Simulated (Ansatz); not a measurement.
# Cl4Si: the cost of one run

All numbers below are computed with Ansatz 0.2.0 (RKS PBE-D4/6-31G).

### 1 The starting structure

Bond lengths: Si1–Cl2 2.130 Å, Si1–Cl3 2.130 Å, Si1–Cl4 2.128 Å, Si1–Cl5 2.128 Å. Angles: Cl2–Si1–Cl3 109.4°, Cl2–Si1–Cl4 109.5°, Cl2–Si1–Cl5 109.5°, Cl3–Si1–Cl4 109.5°, Cl3–Si1–Cl5 109.5°, Cl4–Si1–Cl5 109.5°.

As a file:

```xyz
5

Si    0.0000    0.0000    0.0000
Cl    0.0000    0.0000    2.1300
Cl    2.0086    0.0000   -0.7093
Cl   -1.0032    1.7381   -0.7093
Cl   -1.0032   -1.7381   -0.7093
```

### 2 Relaxing the start

input.yaml reads:

```yaml
crystal:
  periodic: [false, false, false]
  atoms:
    - { symbol: Si, position_ang: [0.0, 0.0, 0.0] }
    - { symbol: Cl, position_ang: [0.0, 0.0, 2.13] }
    - { symbol: Cl, position_ang: [2.0086, 0.0, -0.7093] }
    - { symbol: Cl, position_ang: [-1.0032, 1.7381, -0.7093] }
    - { symbol: Cl, position_ang: [-1.0032, -1.7381, -0.7093] }
basis:
  gaussian: { orbitals: "6-31G" }
hamiltonian:
  xc: pbe
  dispersion: d4
relax:
  f_tol: 0.02
  max_steps: 40
output:
  orbitals: {}
```

The run is started by

```sh
$ ansatz run input.yaml --threads 1 --pin off --max-ram 2048MiB --backend cpu --events-out ev --progress --plain --runs-dir out
```

**Question.** How long does this run take on 1 thread of Arm Neoverse V1, shared host, and how much memory does it need?

About 13 s, with a peak of 0.11 GiB.
